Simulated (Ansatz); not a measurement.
A nudged elastic band was laid between two geometries of a periodic cell of 17 atoms, Be (host Be, host structure hcp, interstitial Be).

Level of theory: DFT r2SCAN, scalar-relativistic, plane waves, PAW in Ansatz 0.2.0. Settings: cutoff 500 eV, k mesh 5x5x3, gaussian smearing 0.15 eV, no spin polarisation.

```yaml
movable_images: 5
climbing_image: yes
spring: 5.0 eV/Å²
optimiser: quadratic models (default)
start_path: IDPP
force_threshold: 0.05 eV/Å
iteration_limit: 14
end_points: relaxed
```

First end point:

```xyz
17
Lattice="-2.2900 -3.9664 0.0000 3.4350 -1.9832 0.0000 0.0000 0.0000 7.1769" Properties=species:S:1:pos:R:3
Be 0.631 -3.757 0.188
Be -0.047 -2.706 1.816
Be -0.196 -4.158 3.691
Be 0.055 -2.865 5.317
Be -1.011 -2.568 0.040
Be 2.130 -2.779 1.563
Be -1.190 -1.963 3.613
Be 1.954 -2.170 5.134
Be 0.889 -1.876 -0.142
Be 1.138 -0.585 1.487
Be 0.988 -2.035 3.362
Be 1.618 -0.388 6.177
Be -0.348 0.010 -0.187
Be 1.134 -4.686 1.846
Be -0.193 -0.057 3.331
Be 1.291 -4.751 5.363
Be 0.310 -0.983 4.992
```

Last end point:

```xyz
17
Lattice="-2.2900 -3.9664 0.0000 3.4350 -1.9832 0.0000 0.0000 0.0000 7.1769" Properties=species:S:1:pos:R:3
Be 0.075 -3.702 -0.100
Be -0.065 -2.682 2.109
Be 0.141 -4.619 3.407
Be 0.005 -3.191 4.592
Be -1.183 -1.791 0.264
Be 2.333 -2.443 2.029
Be -1.321 -1.688 3.780
Be 1.716 -2.594 5.637
Be 1.118 -1.823 0.232
Be 1.180 -0.595 1.777
Be 0.929 -1.816 3.734
Be 1.369 -0.599 5.450
Be -0.033 0.025 -0.021
Be 1.192 -4.592 1.744
Be 0.584 0.178 3.548
Be 1.329 -4.695 5.404
Be -0.132 -1.764 5.779
```

(1) Which bonds break or form, and what moves?

(2) What energy profile does the band end with?

(3) What is the geometry of the highest image?

Answers

(1) Contacts lost: Be4–Be5, Be4–Be9, Be5–Be12, Be15–Be17. Contacts made: Be4–Be15, Be5–Be17, Be11–Be12, Be12–Be15. The atom that moves furthest is Be17, by 1.19 Å; four of its nearest neighbours are Be12 1.86, Be4 1.93, Be8 1.97, Be15 1.97 Å at the first end and Be4 1.86, Be12 1.93, Be5 1.97, Be8 1.97 Å at the last.

(2) The forces met the threshold. The highest image is number 3 of 0 to 6, 0.61 eV above the ends, which have the same energy within 2 meV. The order of the stationary point at the top wasn't checked. Limits of this set-up: coarse k mesh, a small cell, in which the defect meets its images.

```csv
image,path coordinate (Å),energy (eV),Be4–Be5 (Å),Be4–Be9 (Å),Be5–Be12 (Å)
0,0.00,0.00,2.20,2.15,2.09
1,0.49,0.15,2.23,2.32,2.21
2,0.99,0.47,2.35,2.60,2.30
3,1.49,0.61,2.54,2.90,2.44
4,1.99,0.47,2.84,3.07,2.86
5,2.49,0.15,3.15,3.21,3.25
6,2.98,0.00,3.39,3.32,3.42
```

(3) 
```xyz
17
Lattice="-2.2900 -3.9664 0.0000 3.4350 -1.9832 0.0000 0.0000 0.0000 7.1769" Properties=species:S:1:pos:R:3:forces:R:3
Be 0.401 -3.824 0.112 0.00 0.00 0.00
Be 0.000 -2.681 1.814 0.00 -0.01 0.00
Be 0.077 -4.383 3.480 0.00 -0.01 0.00
Be -0.070 -3.049 4.877 0.01 -0.01 -0.02
Be -1.021 -2.257 -0.076 -0.01 -0.01 0.00
Be 2.263 -2.629 1.796 0.00 0.00 0.00
Be -1.276 -1.814 3.649 -0.01 0.00 0.01
Be 1.746 -2.329 5.383 0.00 0.00 0.00
Be 1.021 -1.792 0.081 0.00 0.00 0.00
Be 1.176 -0.643 1.779 0.01 0.02 0.01
Be 0.918 -1.971 3.510 0.00 0.00 0.00
Be 1.462 -0.396 5.892 0.01 0.00 0.03
Be -0.211 0.029 -0.057 -0.01 0.01 0.00
Be 1.236 -4.680 1.796 0.00 0.00 0.01
Be 0.298 0.030 3.670 0.01 0.01 -0.01
Be 1.225 -4.673 5.385 0.01 0.00 0.00
Be -0.049 -1.293 5.386 -0.01 0.00 -0.01
```

Time of the run: 16 min on 2 threads of Intel(R) Xeon(R) Platinum 8259CL CPU @ 2.50GHz (Skylake/Cascade Lake), with other jobs on the host, peak memory 1.5 GiB.
